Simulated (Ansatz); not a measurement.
The system is Zr3S2.

```xyz
5
Lattice="2.9025 1.6758 3.4878 -2.9025 1.6758 3.4878 0.0000 -3.3516 3.4878" Properties=species:S:1:pos:R:3 pbc="T T T"
Zr    0.9832    1.7029    5.2317
Zr    0.9832   -1.7029    5.2317
Zr   -1.9663    0.0000    5.2317
S     0.0000    0.0000    6.9583
S     0.0000    0.0000    3.5050
```

The cell comes from a database or a generator and needn't be the stable form of this composition.

- Program: Ansatz 0.2.0
- Task: single point
- Functional: PBE
- Potentials or basis: Ansatz PAW
- Cutoff: 420 eV (not typed: the program's choice for these potentials)
- k mesh: 6 × 6 × 6
- Occupations: fermi-dirac, width 0.05 eV
- Spin: no spin polarisation

On this cell: pressure -0.9 GPa; largest force 0.057 eV/Å; band gap on the k mesh none (metal or under the smearing width).

The same run follows on a disturbed copy (atoms moved at random, drawn with an rms of 0.05 Å):

```xyz
5
Lattice="2.9025 1.6758 3.4878 -2.9025 1.6758 3.4878 0.0000 -3.3516 3.4878" Properties=species:S:1:pos:R:3 pbc="T T T"
Zr    1.0142    1.7549    5.1890
Zr    0.9705   -1.7382    5.2521
Zr   -2.0798    0.0035    5.2125
S    -0.0217   -0.0022    6.9142
S    -0.0380    0.0046    3.5445
```

Task: What changes?

Result: The energy (extrapolated to zero smearing) moves by +18.4 meV/atom; pressure -1.5 GPa; largest force 0.830 eV/Å; band gap on the k mesh none (metal or under the smearing width).

Forces in eV/Å, atoms in the order of the input:
```
Zr  -0.504 -0.562  0.309
Zr  -0.061  0.453 -0.394
Zr   0.810  0.032  0.175
S   -0.245  0.181 -0.055
S   -0.001 -0.105 -0.035
```

Stress tensor (GPa, compression positive):
```
-2.15 -0.05  0.22
-0.05 -1.18  0.65
 0.22  0.65 -1.08
```
